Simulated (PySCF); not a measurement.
The system is AlCl (aluminium monochloride), in a box.

```xyz
2
Lattice="9.0000 0.0000 0.0000 0.0000 9.0000 0.0000 0.0000 0.0000 12.0000" Properties=species:S:1:pos:R:3 pbc="T T T"
Al    4.5423    4.5538    5.0377
Cl    4.5370    4.4851    7.1292
```

The cell isn't the ideal one: atoms moved at random, drawn with an rms of 0.05 Å.

Program: PySCF 2.14.0. Alike in all runs: task atomic charges; potentials or basis 6-31g* (all-electron); no spin polarisation; cell atoms moved at random, drawn with an rms of 0.05 Å; k mesh 1 × 1 × 1; smearing fixed.

Problem. Order these runs on this cell by their band gap on the k mesh, lowest first.
A. level M06; exxdiv ewald
B. level CAM-B3LYP+D3(BJ); three-body dispersion term no; exxdiv ewald
C. level LC-wPBE+D3(BJM); three-body dispersion term no; exxdiv ewald
D. level revPBE+D3(BJ); three-body dispersion term no

Solution. D (3.70 eV), A (5.49 eV), B (7.71 eV), C (9.90 eV).

Caveats: this is a molecule in a periodic box at the Γ point, so its band gap is the HOMO-LUMO gap; the basis of atomic orbitals isn't converged, which shifts pressures, moduli and gaps.

Runs at the PBE level aren't shown here.
